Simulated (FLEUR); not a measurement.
# CuSn3 (I4/mmm) in FLEUR: a series of runs

Runs on CuSn3. Level: PBE. Tasks: band structure, equation of state.

All numbers are computed with FLEUR MaX-R8.1 (later development tree); they aren't measurements. Logs are shortened: lines on timing, memory, paths and dates and some standing lists are left out, and cuts for length are marked.

## Step 1: Starting point

Symmetry: I4/mmm, No. 139, tetragonal system. The conventional cell has a = 4.480 Å, b = 4.480 Å, c = 9.741 Å, α = 90.00°, β = 90.00°, γ = 90.00°. Sn (site symmetry 4/mmm) is surrounded by 4 Cu at 3.17 Å and 8 Sn at 3.31 Å. Around Sn (site symmetry -4m2) lie 8 Sn at 3.17 to 3.31 Å and 4 Cu at 3.31 Å. Around Cu (site symmetry 4/mmm) lie 12 Sn at 3.17 to 3.31 Å.

The cell comes from a database or a generator and needn't be the stable form of this composition.

## Step 2: Band structure, PBE

Input file inp.xml:

```xml
<?xml version="1.0" encoding="UTF-8" standalone="no"?>
<fleurInput fleurInputVersion="0.39">
   <comment>
      CuSn3                                                                                               
   </comment>
   <calculationSetup>
      <cutoffs Kmax="4.1" Gmax="12.7" GmaxXC="12.7" numbands="0"/>
      <scfLoop itmax="60" minDistance="0.00001" maxIterBroyd="15" imix="Anderson" alpha="0.05" precondParam="0.0" spinf="2.0" sdNocoIR="T"/>
      <coreElectrons ctail="T" frcor="F" kcrel="0" coretail_lmax="0"/>
      <xcFunctional name="pbe" relativisticCorrections="F"/>
      <magnetism jspins="1"/>
      <soc l_soc="F" theta="0.0" phi="0.0" spav="F"/>
      <expertModes spex="0" secvar="F"/>
      <geometryOptimization l_f="F" forcealpha="1.0" forcemix="BFGS" epsdisp="0.00001" epsforce="0.00001"/>
      <ldaU l_linMix="F" mixParam="0.05" spinf="1.0"/>
   </calculationSetup>
   <cell>
      <bzIntegration valenceElectrons="85.0" mode="hist" fermiSmearingEnergy="0.00183747">
         <kPointListSelection listName="default-1"/>
         <!-- k-points included here -->
         <xi:include xmlns:xi="http://www.w3.org/2001/XInclude" href="kpts.xml"> </xi:include>
      </bzIntegration>
      <!-- symmetry operations included here -->
      <xi:include xmlns:xi="http://www.w3.org/2001/XInclude" href="sym.xml"> </xi:include>
      <bulkLattice scale="1.0">
         <bravaisMatrix>
[... 36 lines left out ...]
         <lo type="SCLO" l="3" n="4" eDeriv="2"/>
      </species>
   </atomSpecies>
   <atomGroups>
      <atomGroup species="Tin (Sn)">
         <relPos label="                   1">1.000/2.000 1.000/2.000 .0000000000</relPos>
         <force calculate="T" relaxXYZ="TTT"/>
      </atomGroup>
      <atomGroup species="Tin (Sn)">
         <relPos label="                   2">1.000/4.000 -1.000/4.000 1.000/2.000</relPos>
         <relPos label="                   3">-1.000/4.000 1.000/4.000 1.000/2.000</relPos>
         <force calculate="T" relaxXYZ="TTT"/>
      </atomGroup>
      <atomGroup species="Copper (Cu)">
         <relPos label="                   4">.0000000000 .0000000000 .0000000000</relPos>
         <force calculate="T" relaxXYZ="TTT"/>
      </atomGroup>
   </atomGroups>
   <output dos="F" band="F" slice="F">
      <checks vchk="F" cdinf="F"/>
      <bandDOS minEnergy="-.5*Htr" maxEnergy="0.5*Htr" sigma="0.015" storeEVData="T"/>
      <vacuumDOS vacdos="F" integ="F" star="F" nstars="0" locx1="0.0" locy1="0.0" locx2="0.0" locy2="0.0" nstm="0" tworkf="0.0"/>
      <unfoldingBand unfoldBand="F" supercellX="1" supercellY="1" supercellZ="1"/>
      <plotting iplot="0" polar="F">
         <plot TwoD="T" vec1="  1.0  0.0  0.0" vec2="  0.0  1.0  0.0" vec3="  0.0  0.0  1.0" zero="  0.0  0.0  0.0" file="plot"/>
      </plotting>
      <chargeDensitySlicing numkpt="0" minEigenval="0.0" maxEigenval="0.0" nnne="0" pallst="F"/>
      <specialOutput eonly="F"/>
      <moessbauerParams electricFieldGradient="T" isomerShift="T" coreHyperfine="T" valenceHyperfine="T"/>
      <magneticCircularDichroism mcd="F" energyLo="-10.0" energyUp="0.0"/>
   </output>
  <!-- We include the file relax.xml here to enable relaxations (see documentation) -->
  <xi:include xmlns:xi="http://www.w3.org/2001/XInclude" href="relax.xml"> <xi:fallback/> </xi:include>
</fleurInput>
```

Input file crystal.txt:

```
CuSn3
&input cartesian=F /
-2.2399030000  2.2399030000  4.8707040000
2.2399030000  -2.2399030000  4.8707040000
2.2399030000  2.2399030000  -4.8707040000
1.8897261246
1.0 1.0 1.0

4
50 0.5000000000  0.5000000000  0.0000000000
50 0.2500000000  0.7500000000  0.5000000000
50 0.7500000000  0.2500000000  0.5000000000
29 0.0000000000  0.0000000000  0.0000000000

&kpt div1=8 div2=8 div3=8 gamma=T /
```

Input file inp.xml (bands):

```
<?xml version="1.0" encoding="UTF-8" standalone="no"?>
<fleurInput fleurInputVersion="0.39">
   <comment>
      CuSn3                                                                                               
   </comment>
   <calculationSetup>
      <cutoffs Kmax="4.1" Gmax="12.7" GmaxXC="12.7" numbands="0"/>
      <scfLoop itmax="60" minDistance="0.00001" maxIterBroyd="15" imix="Anderson" alpha="0.05" precondParam="0.0" spinf="2.0" sdNocoIR="T"/>
      <coreElectrons ctail="T" frcor="F" kcrel="0" coretail_lmax="0"/>
      <xcFunctional name="pbe" relativisticCorrections="F"/>
      <magnetism jspins="1"/>
      <soc l_soc="F" theta="0.0" phi="0.0" spav="F"/>
      <expertModes spex="0" secvar="F"/>
      <geometryOptimization l_f="F" forcealpha="1.0" forcemix="BFGS" epsdisp="0.00001" epsforce="0.00001"/>
      <ldaU l_linMix="F" mixParam="0.05" spinf="1.0"/>
   </calculationSetup>
   <cell>
      <bzIntegration valenceElectrons="85.0" mode="hist" fermiSmearingEnergy="0.00183747">
         <kPointListSelection listName="path-1"/>
         <!-- k-points included here -->
         <xi:include xmlns:xi="http://www.w3.org/2001/XInclude" href="kpts.xml"> </xi:include>
      </bzIntegration>
      <!-- symmetry operations included here -->
      <xi:include xmlns:xi="http://www.w3.org/2001/XInclude" href="sym.xml"> </xi:include>
      <bulkLattice scale="1.0">
[... 35 lines left out ...]
         <lo type="SCLO" l="1" n="3" eDeriv="1"/>
         <lo type="SCLO" l="2" n="3" eDeriv="2"/>
         <lo type="SCLO" l="3" n="4" eDeriv="2"/>
      </species>
   </atomSpecies>
   <atomGroups>
      <atomGroup species="Tin (Sn)">
         <relPos label="                   1">1.000/2.000 1.000/2.000 .0000000000</relPos>
         <force calculate="T" relaxXYZ="TTT"/>
      </atomGroup>
      <atomGroup species="Tin (Sn)">
         <relPos label="                   2">1.000/4.000 -1.000/4.000 1.000/2.000</relPos>
         <relPos label="                   3">-1.000/4.000 1.000/4.000 1.000/2.000</relPos>
         <force calculate="T" relaxXYZ="TTT"/>
      </atomGroup>
      <atomGroup species="Copper (Cu)">
         <relPos label="                   4">.0000000000 .0000000000 .0000000000</relPos>
         <force calculate="T" relaxXYZ="TTT"/>
      </atomGroup>
   </atomGroups>
   <output dos="F" band="T" slice="F">
      <checks vchk="F" cdinf="F"/>
      <bandDOS minEnergy="-.5*Htr" maxEnergy="0.5*Htr" sigma="0.015" storeEVData="T"/>
      <vacuumDOS vacdos="F" integ="F" star="F" nstars="0" locx1="0.0" locy1="0.0" locx2="0.0" locy2="0.0" nstm="0" tworkf="0.0"/>
      <unfoldingBand unfoldBand="F" supercellX="1" supercellY="1" supercellZ="1"/>
      <plotting iplot="0" polar="F">
         <plot TwoD="T" vec1="  1.0  0.0  0.0" vec2="  0.0  1.0  0.0" vec3="  0.0  0.0  1.0" zero="  0.0  0.0  0.0" file="plot"/>
      </plotting>
      <chargeDensitySlicing numkpt="0" minEigenval="0.0" maxEigenval="0.0" nnne="0" pallst="F"/>
      <specialOutput eonly="F"/>
      <moessbauerParams electricFieldGradient="T" isomerShift="T" coreHyperfine="T" valenceHyperfine="T"/>
      <magneticCircularDichroism mcd="F" energyLo="-10.0" energyUp="0.0"/>
   </output>
  <!-- We include the file relax.xml here to enable relaxations (see documentation) -->
  <xi:include xmlns:xi="http://www.w3.org/2001/XInclude" href="relax.xml"> <xi:fallback/> </xi:include>
</fleurInput>
```

Potentials or basis: all-electron, FLAPW.

The run is started by

```bash
> inpgen -f crystal.txt -profile fastHighL
> # inp.xml edited to the form shown
> fleur_MPI
> fleur_MPI   # second run, on inp.xml (bands)
```

The log of the run:

```text
Welcome to FLEUR        (www.flapw.de)
      MaX-Release 8.1          (www.max-centre.eu)

 ========== k-point set info ==========
 Selected k-point list: default-1
 k-point list type: mesh
 8 x 8 x 8
 Number of k points: 59

 ------------Calculation Setup---------------------------
 Number of MPI-tasks      :            1
 Number of PE/node        :            1
 Number of OMP-threads    :            1
 Most efficient MPI parallelization for:
           1          59
 Additional eigenvalue parallelization possible
 Number of basis functions:          920
 Approximate size of matrices (H+S) per k-point:         0.013 GB
 --------------------------------------------------------
 Iteration:     1   Distance:      14.20438227 me/bohr^3
 Iteration:     2   Distance:       6.74031829 me/bohr^3
 Iteration:     3   Distance:       3.75225144 me/bohr^3
 Iteration:     4   Distance:       5.94665099 me/bohr^3
 Iteration:     5   Distance:       1.07446848 me/bohr^3
 Iteration:     6   Distance:       1.60420975 me/bohr^3
 Iteration:     7   Distance:       0.71038083 me/bohr^3
 Iteration:     8   Distance:       0.43339031 me/bohr^3
 Iteration:     9   Distance:       0.08052170 me/bohr^3
 Iteration:    10   Distance:       0.06269388 me/bohr^3
 Iteration:    11   Distance:       0.04623660 me/bohr^3
 Iteration:    12   Distance:       0.01621810 me/bohr^3
 Iteration:    13   Distance:       0.00432270 me/bohr^3
 Iteration:    14   Distance:       0.00195115 me/bohr^3
 Iteration:    15   Distance:       0.00029632 me/bohr^3
 Iteration:    16   Distance:       0.00020211 me/bohr^3
 Iteration:    17   Distance:       0.00015096 me/bohr^3
 Iteration:    18   Distance:       0.00005845 me/bohr^3
 Iteration:    19   Distance:       0.00002589 me/bohr^3
 Iteration:    20   Distance:       0.00000694 me/bohr^3

 ********************************************************************
 Run finished successfully
 Stop message:
   all done
 ********************************************************************
```

Run time: 18 min. Hardware: 1 thread of Intel Xeon at 2.50GHz (Skylake/Cascade Lake), shared host; peak memory 0.13 GiB.

Results:

| Item | Value |
| --- | --- |
| Free energy | -549459.4413 eV |
| Band gap along the path | none (metal or under the smearing width) |
| Valence electrons inside the program's atomic spheres | Sn 20.17, 20.20; Cu 18.36 (radii Sn 2.66, Cu 2.66 bohr) |

Levels at the corners of the path, in eV from the Fermi level:
| point | band 40 | band 41 | band 42 | band 43 | band 44 | band 45 |
| --- | --- | --- | --- | --- | --- | --- |
| Γ | -1.98 | -1.00 | -1.00 | -0.13 | -0.13 | 0.46 |
| X | -2.18 | -2.07 | -1.99 | 0.26 | 0.87 | 0.87 |
| Y | -2.15 | -2.03 | -1.49 | 0.39 | 0.99 | 1.05 |
| S | -2.14 | -1.07 | -0.30 | 0.80 | 1.70 | 1.71 |
| Γ | -1.98 | -1.00 | -1.00 | -0.13 | -0.13 | 0.46 |
| Z | -2.31 | -2.00 | -0.83 | 2.77 | 2.77 | 2.82 |
| S1 | -2.14 | -1.07 | -0.30 | 0.80 | 1.70 | 1.71 |
| N | -1.95 | -0.07 | -0.04 | 0.06 | 0.24 | 2.14 |
| P | -2.20 | -1.88 | -1.67 | -1.67 | -1.10 | 3.91 |
| Y1 | -2.15 | -2.03 | -1.49 | 0.39 | 0.99 | 1.05 |
| Z | -2.31 | -2.00 | -0.83 | 2.77 | 2.77 | 2.82 |
| X | -2.18 | -2.07 | -1.99 | 0.26 | 0.87 | 0.87 |
| P | -2.20 | -1.88 | -1.67 | -1.67 | -1.10 | 3.91 |

Core levels (eV from the Fermi level):
| atom | levels |
| --- | --- |
| 1 Sn | 1s1/2 -28991.3, 2s1/2 -4371.8, 2p1/2 -4083.2, 2p3/2 -3852.6, 3s1/2 -840.2, 3p1/2 -723.0, 3p3/2 -680.9, 3d3/2 -473.8, 3d5/2 -465.1 |
| 2 Sn | 1s1/2 -28991.3, 2s1/2 -4371.8, 2p1/2 -4083.2, 2p3/2 -3852.6, 3s1/2 -840.2, 3p1/2 -723.0, 3p3/2 -680.9, 3d3/2 -473.9, 3d5/2 -465.2 |
| 3 Sn | 1s1/2 -28991.3, 2s1/2 -4371.8, 2p1/2 -4083.2, 2p3/2 -3852.6, 3s1/2 -840.2, 3p1/2 -723.0, 3p3/2 -680.9, 3d3/2 -473.9, 3d5/2 -465.2 |
| 4 Cu | 1s1/2 -8846.5, 2s1/2 -1059.8, 2p1/2 -928.1, 2p3/2 -907.6 |

Caveat: spin-orbit coupling is left out, which moves the levels of the heavy elements.

## Step 3: Equation of state, PBE, 22.97 Å³/atom (volume scaled by 0.94)

Changes to inp.xml since step 2:

```diff
@@ -24,3 +24,3 @@
       <xi:include xmlns:xi="http://www.w3.org/2001/XInclude" href="sym.xml"> </xi:include>
-      <bulkLattice scale="1.0">
+      <bulkLattice scale="0.9795861087">
          <bravaisMatrix>
@@ -50,3 +50,3 @@
       <species name="Copper (Cu)" element="Cu" atomicNumber="29">
-         <mtSphere radius="2.66" gridPoints="879" logIncrement="0.014"/>
+         <mtSphere radius="2.61" gridPoints="879" logIncrement="0.014"/>
          <atomicCutoffs lmax="10" lnonsphr="10"/>
```

Potentials or basis: all-electron, FLAPW.

The run is started by

```bash
> inpgen -f crystal.txt -profile fastHighL
> # inp.xml edited to the form shown
> fleur_MPI
```

Wall time 16 min (1 thread of Intel Xeon at 2.50GHz (Skylake/Cascade Lake), shared host); peak memory 0.12 GiB.

It converged, with:

```yaml
Free_energy: -549459.4162 eV
Band_gap_on_the_k_mesh: none (metal or under the smearing width)
Valence_electrons_inside_the_program's_atomic_spheres: Sn 20.23, 20.26; Cu 18.34 (radii Sn 2.66, Cu 2.61 bohr)
```

## Step 4: Equation of state, PBE, 23.46 Å³/atom (volume scaled by 0.96)

Changes to inp.xml since step 3:

```diff
@@ -24,3 +24,3 @@
       <xi:include xmlns:xi="http://www.w3.org/2001/XInclude" href="sym.xml"> </xi:include>
-      <bulkLattice scale="0.9795861087">
+      <bulkLattice scale="0.9864848297">
          <bravaisMatrix>
```

The run is started by

```bash
> inpgen -f crystal.txt -profile fastHighL
> # inp.xml edited to the form shown
> fleur_MPI
```

Run time: 17 min. Hardware: 1 thread of Intel Xeon at 2.50GHz (Skylake/Cascade Lake), shared host; peak memory 0.12 GiB.

Results (log left out):

```
Free energy                                           : -549459.4390 eV
Band gap on the k mesh                                : none (metal or under the smearing width)
Valence electrons inside the program's atomic spheres : Sn 20.21, 20.24; Cu 18.31 (radii Sn 2.66, Cu 2.61 bohr)
```

## Step 5: Equation of state, PBE, 24.44 Å³/atom

Changes to inp.xml since step 4:

```diff
@@ -24,3 +24,3 @@
       <xi:include xmlns:xi="http://www.w3.org/2001/XInclude" href="sym.xml"> </xi:include>
-      <bulkLattice scale="0.9864848297">
+      <bulkLattice scale="1.0000000000">
          <bravaisMatrix>
```

The run is started by

```bash
> inpgen -f crystal.txt -profile fastHighL
> # inp.xml edited to the form shown
> fleur_MPI
```

Run time: 18 min. Hardware: 1 thread of Intel Xeon at 2.50GHz (Skylake/Cascade Lake), shared host; peak memory 0.12 GiB.

The run converged. Its results:

```
Free energy                                           : -549459.4410 eV
Band gap on the k mesh                                : none (metal or under the smearing width)
Valence electrons inside the program's atomic spheres : Sn 20.17, 20.20; Cu 18.28 (radii Sn 2.66, Cu 2.61 bohr)
```

## Step 6: Equation of state, PBE, 25.41 Å³/atom (volume scaled by 1.04)

Changes to inp.xml since step 5:

```diff
@@ -24,3 +24,3 @@
       <xi:include xmlns:xi="http://www.w3.org/2001/XInclude" href="sym.xml"> </xi:include>
-      <bulkLattice scale="1.0000000000">
+      <bulkLattice scale="1.0131594038">
          <bravaisMatrix>
```

Potentials or basis: all-electron, FLAPW.

The run is started by

```bash
> inpgen -f crystal.txt -profile fastHighL
> # inp.xml edited to the form shown
> fleur_MPI
```

Run time: 18 min. Hardware: 1 thread of Intel Xeon at 2.50GHz (Skylake/Cascade Lake), shared host; peak memory 0.13 GiB.

The run converged. Its results:

- Free energy: -549459.3949 eV
- Band gap on the k mesh: none (metal or under the smearing width)
- Valence electrons inside the program's atomic spheres: Sn 20.15, 20.17; Cu 18.25 (radii Sn 2.66, Cu 2.61 bohr)

## Step 7: Equation of state, PBE, 25.90 Å³/atom (volume scaled by 1.06)

Changes to inp.xml since step 6:

```diff
@@ -24,3 +24,3 @@
       <xi:include xmlns:xi="http://www.w3.org/2001/XInclude" href="sym.xml"> </xi:include>
-      <bulkLattice scale="1.0131594038">
+      <bulkLattice scale="1.0196128224">
          <bravaisMatrix>
```

The run is started by

```bash
> inpgen -f crystal.txt -profile fastHighL
> # inp.xml edited to the form shown
> fleur_MPI
```

Run time: 19 min. Hardware: 1 thread of Intel Xeon at 2.50GHz (Skylake/Cascade Lake), shared host; peak memory 0.13 GiB.

Results (log left out):

```
Free energy                                           : -549459.3570 eV
Band gap on the k mesh                                : none (metal or under the smearing width)
Valence electrons inside the program's atomic spheres : Sn 20.13, 20.16; Cu 18.23 (radii Sn 2.66, Cu 2.61 bohr)
```

## Step 8: Equation of state, PBE

This step only gathers the single runs of the series.

What came out:

```yaml
Equilibrium_volume: 23.98 Å³/atom
Bulk_modulus_at_fixed_shape_and_positions: 54 GPa
Pressure_derivative_of_the_bulk_modulus: "4.6 (rough: it moves with the points fitted)"
```

Energy against volume, from the lowest point:
```csv
volume (Å³/atom),energy (meV/atom)
22.971,6.20
23.460,0.50
24.437,0.00
25.415,11.54
25.903,21.01
```

Caveat: the cell was scaled at fixed shape and fractional positions, which overstates the stiffness of a crystal with free parameters, most of all of layers and chains.
